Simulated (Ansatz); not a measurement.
# WO3 (tungsten trioxide) at 6 levels

We compute a comparison of 6 runs (HF/def2-SVP, HF/def2-SVPD, CAM-B3LYP/def2-SVP, PBE0/def2-SVP, MP2/def2-SVP, CCSD(T)/def2-mTZVP) of WO3 (tungsten trioxide). 

The results are computed with Ansatz 0.2.0.

5 further runs of the same task are left out: 2 for a known fault of the program, 1 that didn't finish, 2 set aside as unsound or not needed.

### 1 The system as given

WO3: 4 atoms, total charge 0, spin state singlet. As SMILES, `[O]=[W](=[O])=[O]`. The coordinates come from a PBE0-D4/def2-TZVP relaxation.

Bond lengths: O1–W2 1.716 Å, W2–O3 1.716 Å, W2–O4 1.716 Å. Angles: O1–W2–O3 107.5°, O1–W2–O4 107.5°, O3–W2–O4 107.5°.

### 2 Energy and gradient at HF/def2-SVP (core potential) (run 1)

File molecule.yaml:

```yaml
crystal:
  periodic: [false, false, false]
  atoms:
    - {symbol: O, position_ang: [-0.237500, 0.265200, 1.555000]}
    - {symbol: W, position_ang: [-0.366400, -0.283700, -0.065200]}
    - {symbol: O, position_ang: [1.071700, -1.143300, -0.433900]}
    - {symbol: O, position_ang: [-0.412200, 1.101500, -1.076300]}
basis:
  gaussian:
    orbitals: def2-SVP
hamiltonian:
  xc: hf
accuracy: high
output: {forces: true, orbitals: {seedname: orbitals}}
```

On the command line:

```bash
ansatz run molecule.yaml --threads 1 --pin off --max-ram 2610MiB --events-out events.jsonl --progress --plain --runs-dir runs
```

The program printed:

```text
Warning: RAYON_NUM_THREADS=1 ignored (pool sized by the plan → 1); use --threads N
Functional definition: HF
  name "HF"
  exchange = exact_x
  correlation = 0
1570 factors; integrals over basis functions are off by at most 2.9e-9 eV
mean field evaluation 1: about -7896.2022 eV, gradient 8.7e1 eV
mean field evaluation 2: about -7896.5199 eV, gradient 8.8e1 eV
mean field evaluation 4: about -7911.9491 eV, gradient 5.1e0 eV
mean field evaluation 8: about -7912.1136 eV, gradient 7.2e-1 eV
mean field evaluation 16: about -7912.1210 eV, gradient 1.1e-8 eV
mean field evaluation 32: about -7905.0995 eV, gradient 2.1e1 eV
mean field -7912.12098709 eV, -290.7650832473 hartree, gradient 2.0e-8 eV, S^2 0.000000; 1 other end points of the search recorded, 0 dependent functions left out
the calculation of the forces begins
reference -7912.12098709 eV, -290.7650832473 hartree; 19, 19 occupied and 55, 55 virtual orbitals, 1570 factors
Total energy: -7912.12098709 eV, -290.7650832473 hartree
Atom 0 at    -0.237500     0.265200     1.555000 Å, force    -0.470109    -0.732415    -1.472232 eV/Å
Atom 1 at    -0.366400    -0.283700    -0.065200 Å, force     2.402211     1.699605     0.377292 eV/Å
Atom 2 at     1.071700    -1.143300    -0.433900 Å, force    -1.614542     0.498715     0.265931 eV/Å
Atom 3 at    -0.412200     1.101500    -1.076300 Å, force    -0.317560    -1.465905     0.829010 eV/Å
Dipole moment:    -1.172270    -0.828068    -0.185219 e Å
```

It took 2.6 s on 1 thread of Arm Neoverse V2, shared host; peak memory 0.19 GiB.

### 3 Energy and gradient at HF/def2-SVPD (core potential) (run 2)

File input.yaml:

```yaml
crystal:
  periodic: [false, false, false]
  atoms:
    - {symbol: O, position_ang: [-0.237500, 0.265200, 1.555000]}
    - {symbol: W, position_ang: [-0.366400, -0.283700, -0.065200]}
    - {symbol: O, position_ang: [1.071700, -1.143300, -0.433900]}
    - {symbol: O, position_ang: [-0.412200, 1.101500, -1.076300]}
basis:
  gaussian:
    orbitals: def2-SVPD
magnetization:
  spin_polarized: false
hamiltonian:
  xc: hf
accuracy: high
output: {forces: true, orbitals: {seedname: orbitals}}
```

On the command line:

```bash
ansatz run input.yaml --threads 1 --pin off --max-ram 2610MiB --events-out events.jsonl --progress --plain --runs-dir runs
```

The program printed, cut to the lines that bear on the results:

```text
Warning: RAYON_NUM_THREADS=1 ignored (pool sized by the plan → 1); use --threads N
Functional definition: HF
  name "HF"
[...]
2057 factors; integrals over basis functions are off by at most 2.8e-9 eV
[...]
mean field -7912.73171664 eV, -290.7875271444 hartree, gradient 1.9e-8 eV, S^2 0.000000; 1 other end points of the search recorded, 0 dependent functions left out
[...]
reference -7912.73171664 eV, -290.7875271444 hartree; 19, 19 occupied and 85, 85 virtual orbitals, 2057 factors
Total energy: -7912.73171664 eV, -290.7875271444 hartree
Atom 0 at    -0.237500     0.265200     1.555000 Å, force    -0.478579    -0.656599    -1.187765 eV/Å
Atom 1 at    -0.366400    -0.283700    -0.065200 Å, force     2.224942     1.574396     0.349270 eV/Å
Atom 2 at     1.071700    -1.143300    -0.433900 Å, force    -1.389128     0.322906     0.195082 eV/Å
Atom 3 at    -0.412200     1.101500    -1.076300 Å, force    -0.357235    -1.240703     0.643412 eV/Å
Dipole moment:    -1.131201    -0.799063    -0.178724 e Å
```

It took 5.4 s on 1 thread of Arm Neoverse V2, shared host; peak memory 0.33 GiB.

Run 3 isn't shown in full; the table further down has it.

### 4 Energy and gradient at PBE0/def2-SVP (core potential) (run 4)

File in.yaml:

```yaml
crystal:
  periodic: [false, false, false]
  atoms:
    - {symbol: O, position_ang: [-0.237500, 0.265200, 1.555000]}
    - {symbol: W, position_ang: [-0.366400, -0.283700, -0.065200]}
    - {symbol: O, position_ang: [1.071700, -1.143300, -0.433900]}
    - {symbol: O, position_ang: [-0.412200, 1.101500, -1.076300]}
basis:
  gaussian: {orbitals: def2-SVP}
hamiltonian: {xc: {name: PBE0}}
accuracy: high
output: {forces: true, orbitals: {seedname: orbitals}}
```

On the command line:

```bash
ansatz run in.yaml --threads 1 --pin off --max-ram 2610MiB --events-out events.jsonl --progress --plain --runs-dir runs
```

The program printed, cut to the lines that bear on the results:

```text
Warning: RAYON_NUM_THREADS=1 ignored (pool sized by the plan → 1); use --threads N
Functional definition: PBE0
  name "PBE0"
[...]
1570 factors; integrals over basis functions are off by at most 2.9e-9 eV
[...]
mean field -7956.54299290 eV, -292.3975618504 hartree, gradient 1.3e-8 eV, S^2 0.000000; 0 other end points of the search recorded, 0 dependent functions left out
[...]
reference -7956.54299589 eV, -292.3975619605 hartree; 19, 19 occupied and 55, 55 virtual orbitals, 1570 factors
Total energy: -7956.54299589 eV, -292.3975619605 hartree
Atom 0 at    -0.237500     0.265200     1.555000 Å, force     0.109815     0.080890     0.029936 eV/Å
Atom 1 at    -0.366400    -0.283700    -0.065200 Å, force    -0.337785    -0.235723    -0.055819 eV/Å
Atom 2 at     1.071700    -1.143300    -0.433900 Å, force     0.119637     0.070197     0.014559 eV/Å
Atom 3 at    -0.412200     1.101500    -1.076300 Å, force     0.108333     0.084636     0.011323 eV/Å
Dipole moment:    -0.977470    -0.690457    -0.154446 e Å
```

It took 7.2 s on 1 thread of Arm Neoverse V2, shared host; peak memory 0.24 GiB.

Run 5 isn't shown in full; the table further down has it.

### 5 Energy and forces at CCSD(T)/def2-mTZVP (density fitting with def2-universal-jkfit, core potential, def2-SVP-rifit for correlation) (run 6)

Edit molecule.yaml of step 2 so:

```diff
@@ -9,6 +9,5 @@
   gaussian:
-    orbitals: def2-SVP
-hamiltonian:
-  xc: hf
-accuracy: high
+    orbitals: def2-mTZVP
+    fitting: {mean_field: def2-universal-jkfit, correlation: def2-SVP-rifit.json}
+correlation: {method: ccsd_t, diis_vectors: 2}
 output: {forces: true, orbitals: {seedname: orbitals}}
```

On the command line:

```bash
ansatz run molecule.yaml --threads 1 --pin off --max-ram 2610MiB --events-out events.jsonl --progress --plain --runs-dir runs
```

The program printed:

```text
Warning: RAYON_NUM_THREADS=1 ignored (pool sized by the plan → 1); use --threads N
[... 16 lines left out ...]
3 core orbitals not correlated: weight in the atoms' cores, before any rotation towards them, 1.000 or more for the frozen orbitals, at most 0.000 for the correlated occupied ones
[... 25 lines left out ...]
Total energy: -7946.16622587 eV, -292.0162226958 hartree
[... 4 lines left out ...]
Dipole moment:    -0.948605    -0.670059    -0.149892 e Å
```

Run time: 2.2 min. Hardware: 1 thread of Arm Neoverse V2, shared host; peak memory 0.58 GiB.

### 6 Overview of the runs

| run | level | core potential | frozen core orbitals | energy (Eh) | dipole moment (D) | HOMO energy (eV) | LUMO energy (eV) | wall time |
| --- | --- | --- | --- | --- | --- | --- | --- | --- |
| 1 | HF/def2-SVP (core potential) | def2-SVP | – | -290.765083 | 6.95 | -12.97 | -2.29 | 2.6 s |
| 2 | HF/def2-SVPD (core potential) | def2-SVPD | – | -290.787527 | 6.71 | -13.10 | -2.40 | 5.4 s |
| 3 | CAM-B3LYP/def2-SVP (core potential) | def2-SVP | – | -292.516322 | 5.87 | -10.26 | -3.86 | 8.4 s |
| 4 | PBE0/def2-SVP (core potential) | def2-SVP | – | -292.397562 | 5.80 | -8.88 | -4.68 | 7.2 s |
| 5 | MP2/def2-SVP (core potential) | def2-SVP | 3 | -291.746851 | 5.27 | -12.97 | -2.29 | 5.1 s |
| 6 | CCSD(T)/def2-mTZVP (density fitting with def2-universal-jkfit, core potential, def2-SVP-rifit for correlation) | def2-mTZVP | 3 | -292.016223 | 5.62 | -12.88 | -2.40 | 2.2 min |

### 7 Results

```
                                          quantity          value
                               run 6: total energy  -292.01622 Eh
         run 6: dipole moment (correlated density)         5.62 D
        run 6: HOMO energy (Hartree–Fock orbitals)      -12.88 eV
        run 6: LUMO energy (Hartree–Fock orbitals)       -2.40 eV
      run 6: HOMO–LUMO gap (Hartree–Fock orbitals)       10.48 eV
run 6: correlation energy (3 core orbitals frozen)     -993.5 mEh
                             run 6: (T) correction     -59.01 mEh
                              run 6: T1 diagnostic          0.027
                   run 6: largest force on an atom     2.112 eV/Å
```

What this shows: The dipole moment (its size) runs from 5.27 D (MP2/def2-SVP) to 6.95 D (HF/def2-SVP). Over runs 1, 2, 3, 4 the HOMO–LUMO gap runs from 4.20 eV (PBE0/def2-SVP) to 10.71 eV (HF/def2-SVPD). The two ends differ in method and basis. Totals of different functionals can't be ranked against each other. In run 6 the log says that unrestricted orbitals would lower the reference, so the values rest on an unstable closed-shell determinant (other closed-shell runs at this shape may share the fault). All runs together took 2.7 min, the longest 2.2 min.
